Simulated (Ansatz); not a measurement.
# CH7NSSi2: the cost of one run

Program: Ansatz 0.2.0, Gaussian basis. Level of theory: functionals in def2-TZVPP, the program's frozen cores in correlated methods. These are calculated values, not measurements.

Levels to be run: PBE-D4, r2SCAN-D4, PBE0-D4, B3LYP-D4, ωB97X-V, ωB97M-V, B2PLYP; CCSD(T)/def2-TZVPP; MP2/def2-QZVPP; extrapolation to the limit.

## 1. Structure used throughout

All runs share one geometry, relaxed beforehand with PBE0-D4 in a triple-zeta def2 set.

12 atoms, charge 0, spin multiplicity 1.

Atoms are counted from 1 here; the program's logs count them from 0.

Bond lengths: C1–N2 1.454 Å, C1–Si5 1.888 Å, C1–H6 1.095 Å, C1–H7 1.099 Å, N2–Si3 1.718 Å, N2–H8 1.008 Å, Si3–S4 2.140 Å, Si3–H9 1.486 Å, Si3–H10 1.490 Å, S4–Si5 2.139 Å, Si5–H11 1.486 Å, Si5–H12 1.485 Å. Angles: N2–C1–Si5 105.9°, N2–C1–H6 110.4°, N2–C1–H7 113.8°, Si5–C1–H6 108.4°, Si5–C1–H7 110.9°, H6–C1–H7 107.3°, C1–N2–Si3 121.1°, C1–N2–H8 115.1°, Si3–N2–H8 120.0°, N2–Si3–S4 103.9°, N2–Si3–H9 110.0°, N2–Si3–H10 115.6°, S4–Si3–H9 112.7°, S4–Si3–H10 107.4°, H9–Si3–H10 107.4°, Si3–S4–Si5 92.3°, C1–Si5–S4 104.0°, C1–Si5–H11 110.6° and more.

As a file:

```mol
CH7NSSi2
  3D, bonds by distance, orders not assigned

 12 12  0  0  0  0  0  0  0  0999 V2000
    0.3391   -1.1020   -0.3474 C   0  0
    0.2991   -0.5175    0.9831 N   0  0
    0.3038    1.1866    1.2039 Si  0  0
   -0.5324    1.9423   -0.6154 S   0  0
   -0.7820   -0.0247   -1.4189 Si  0  0
   -0.0699   -2.1182   -0.3311 H   0  0
    1.3494   -1.1636   -0.7753 H   0  0
    0.6094   -1.1236    1.7267 H   0  0
   -0.5017    1.5462    2.3992 H   0  0
    1.6470    1.8110    1.3688 H   0  0
   -2.1959   -0.4682   -1.3085 H   0  0
   -0.3890   -0.0235   -2.8512 H   0  0
  1  2  8  0
  2  3  8  0
  3  4  8  0
  4  5  8  0
  1  6  8  0
  1  7  8  0
  2  8  8  0
  3  9  8  0
  3 10  8  0
  5 11  8  0
  5 12  8  0
  1  5  8  0
M  END
```

## 2. PBE-D4 (GGA)

Contents of in.yaml:

```yaml
crystal:
  periodic: [false, false, false]
  atoms:
    - {symbol: C, position_ang: [0.339135, -1.102021, -0.347380]}
    - {symbol: N, position_ang: [0.299105, -0.517501, 0.983139]}
    - {symbol: Si, position_ang: [0.303793, 1.186596, 1.203904]}
    - {symbol: S, position_ang: [-0.532397, 1.942325, -0.615445]}
    - {symbol: Si, position_ang: [-0.782033, -0.024663, -1.418920]}
    - {symbol: H, position_ang: [-0.069856, -2.118170, -0.331082]}
    - {symbol: H, position_ang: [1.349434, -1.163611, -0.775324]}
    - {symbol: H, position_ang: [0.609442, -1.123566, 1.726706]}
    - {symbol: H, position_ang: [-0.501682, 1.546160, 2.399246]}
    - {symbol: H, position_ang: [1.647044, 1.810999, 1.368842]}
    - {symbol: H, position_ang: [-2.195912, -0.468234, -1.308478]}
    - {symbol: H, position_ang: [-0.388970, -0.023514, -2.851209]}
basis:
  gaussian: {orbitals: def2-TZVPP}
hamiltonian: {xc: pbe, dispersion: d4}
output: {forces: true, orbitals: {seedname: orbitals}}
```

Run with:

```bash
ansatz run in.yaml --threads 4 --pin off --events-out ev --progress --plain --max-ram 10444MiB
```

What time and memory should one allow on 4 threads of Arm Neoverse V1, shared host?

About 3.3 s, with a peak of 0.46 GiB.
